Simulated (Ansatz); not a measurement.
# CH2Se: functionals against CCSD(T) at one geometry

A test off equilibrium: a structure displaced at random from a GFN2-xTB minimum is computed at several levels, and each is set against CCSD(T).

The runs use Ansatz 0.2.0, Gaussian basis; single points in def2-TZVPP.

Cores are frozen in the correlated methods. Filled d shells of the heavier atoms are correlated.

## 1. The starting structure

SMILES `C=[Se]`, 4 atoms, charge 0, spin multiplicity 1.

Atoms are counted from 1 here; the program's logs count them from 0.

Bond lengths: C1–Se2 1.734 Å, C1–H3 1.077 Å, C1–H4 1.078 Å. Angles: Se2–C1–H3 122.2°, Se2–C1–H4 122.3°, H3–C1–H4 115.5°.

As a file:

```
atom    x (Å)    y (Å)    z (Å)
  C1  -0.1295  -0.0234  -0.0668
 Se2   1.3882   0.3037   0.7050
  H3  -0.5724  -1.0052  -0.0675
  H4  -0.6832   0.7364  -0.5947
```

## 2. CCSD(T)/def2-TZVPP

Contents of run/in.yaml:

```yaml
crystal:
  periodic: [false, false, false]
  atoms:
    - {symbol: C, position_ang: [-0.129500, -0.023400, -0.066800]}
    - {symbol: Se, position_ang: [1.388200, 0.303700, 0.705000]}
    - {symbol: H, position_ang: [-0.572400, -1.005200, -0.067500]}
    - {symbol: H, position_ang: [-0.683200, 0.736400, -0.594700]}
basis:
  gaussian: {orbitals: def2-TZVPP}
correlation: {method: ccsd_t}
output: {forces: true}
```

The command line of these runs was not kept.

## 3. PBE0-D4/def2-TZVPP

Changes to run/in.yaml since step 2:

```diff
@@ -9,3 +9,3 @@
   gaussian: {orbitals: def2-TZVPP}
-correlation: {method: ccsd_t}
-output: {forces: true}
+hamiltonian: {xc: pbe0, dispersion: d4}
+output: {forces: true, orbitals: {seedname: orbitals}}
```

## 4. wB97M-V/def2-TZVPP

Changes to run/in.yaml since step 3:

```diff
@@ -9,3 +9,3 @@
   gaussian: {orbitals: def2-TZVPP}
-hamiltonian: {xc: pbe0, dispersion: d4}
-output: {forces: true, orbitals: {seedname: orbitals}}
+hamiltonian: {xc: {name: wB97M-V}}
+output: {forces: true}
```

## 5. r2SCAN-D4/def2-TZVPP

Changes to run/in.yaml since step 4:

```diff
@@ -9,3 +9,3 @@
   gaussian: {orbitals: def2-TZVPP}
-hamiltonian: {xc: {name: wB97M-V}}
+hamiltonian: {xc: r2scan, dispersion: d4}
 output: {forces: true}
```

## 6. PBE-D4/def2-TZVPP

Changes to run/in.yaml since step 5:

```diff
@@ -9,3 +9,3 @@
   gaussian: {orbitals: def2-TZVPP}
-hamiltonian: {xc: r2scan, dispersion: d4}
+hamiltonian: {xc: pbe, dispersion: d4}
 output: {forces: true}
```

## 7. BHLYP-D4/def2-TZVPP

Changes to run/in.yaml since step 6:

```diff
@@ -9,3 +9,3 @@
   gaussian: {orbitals: def2-TZVPP}
-hamiltonian: {xc: pbe, dispersion: d4}
+hamiltonian: {xc: {name: BHLYP}, dispersion: d4}
 output: {forces: true}
```

## 8. r2SCAN0-D4/def2-TZVPP

Changes to run/in.yaml since step 7:

```diff
@@ -9,3 +9,3 @@
   gaussian: {orbitals: def2-TZVPP}
-hamiltonian: {xc: {name: BHLYP}, dispersion: d4}
+hamiltonian: {xc: {name: r2SCAN0}, dispersion: d4}
 output: {forces: true}
```

(Steps that only read results are left out.)

Q: Predict the outcome of this session. Wanted: energy less free atoms, CCSD(T)/def2-TZVPP; RMS force component; RMS force error; HOMO and LUMO, PBE0-D4; T1 diagnostic.

As calculated:

```
                                  quantity                                                                                               value
energy less free atoms, CCSD(T)/def2-TZVPP                                                                                          -12.953 eV
                       RMS force component                                                                0.050 to 0.363 eV/Å over the methods
                           RMS force error  PBE0-D4 0.281, wB97M-V 0.323, r2SCAN-D4 0.199, PBE-D4 0.173, BHLYP-D4 0.340, r2SCAN0-D4 0.340 eV/Å
                    HOMO and LUMO, PBE0-D4                                                                                  -6.43 and -2.76 eV
                             T1 diagnostic                                                                                               0.015
```

**Reading.** Against CCSD(T) the functionals' energies less atoms differ by -0.683 to +0.294 eV, PBE-D4 by -0.683 eV. CCSD(T) in triple zeta still lacks some correlation energy of the bonds, so part of these gaps is its own basis error and they don't rank the functionals. The forces of PBE-D4 come nearest to CCSD(T), those of BHLYP-D4 are farthest. Frozen-core CCSD(T) forces in triple zeta carry basis errors of their own, and this is one geometry, so small gaps rank nothing. The restricted Hartree–Fock reference is unstable towards an unrestricted one at one or more of these structures.
